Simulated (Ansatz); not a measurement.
# I2Pb: the cost of one run

Program: Ansatz 0.2.0. Level of theory: the levels named in each step. These are calculated values, not measurements.

### 1 The structure to begin with

Bond lengths: I1–Pb2 2.743 Å, Pb2–I3 2.743 Å. Angles: I1–Pb2–I3 103.0°.

Coordinates:

```xyz
3

I    -2.0802   -0.9308    0.0069
Pb   -0.0725    0.9376    0.0030
I     2.1986   -0.6001   -0.0117
```

### 2 A rough first relaxation, PBE-D4/def2-SVP

This run stands in another session on the same molecule. It ended at:

```xyz
3

I    -2.1476   -0.9654    0.0071
Pb   -0.0770    0.9960    0.0032
I     2.2704   -0.6238   -0.0121
```

### 3 Relaxation, PBE0-D4/def2-TZVPP

This run stands in another session on the same molecule. It ended at:

```xyz
3

I    -2.0923   -0.9591    0.0068
Pb   -0.0767    0.9920    0.0032
I     2.2148   -0.6261   -0.0119
```

### 4 Frequencies, PBE0-D4/def2-TZVPP

Input file input.yaml:

```yaml
crystal:
  periodic: [false, false, false]
  atoms:
    - { symbol: I, position_ang: [-2.09225193, -0.9591099, 0.00683488] }
    - { symbol: Pb, position_ang: [-0.07668359, 0.99196758, 0.00315266] }
    - { symbol: I, position_ang: [2.21476552, -0.62613768, -0.01187755] }
basis:
  gaussian: { orbitals: def2-TZVPP }
hamiltonian:
  xc: pbe0
  dispersion: d4
phonons: {}
```

The run is started by

```
$ ansatz run input.yaml --threads 4 --pin off --max-ram 10240MiB --backend cpu --events-out ev --progress --plain --runs-dir out
```

What time and memory should one allow on 4 threads of Intel Xeon at 2.50GHz (Skylake/Cascade Lake), shared host?

About 26 s, with a peak of 0.42 GiB.
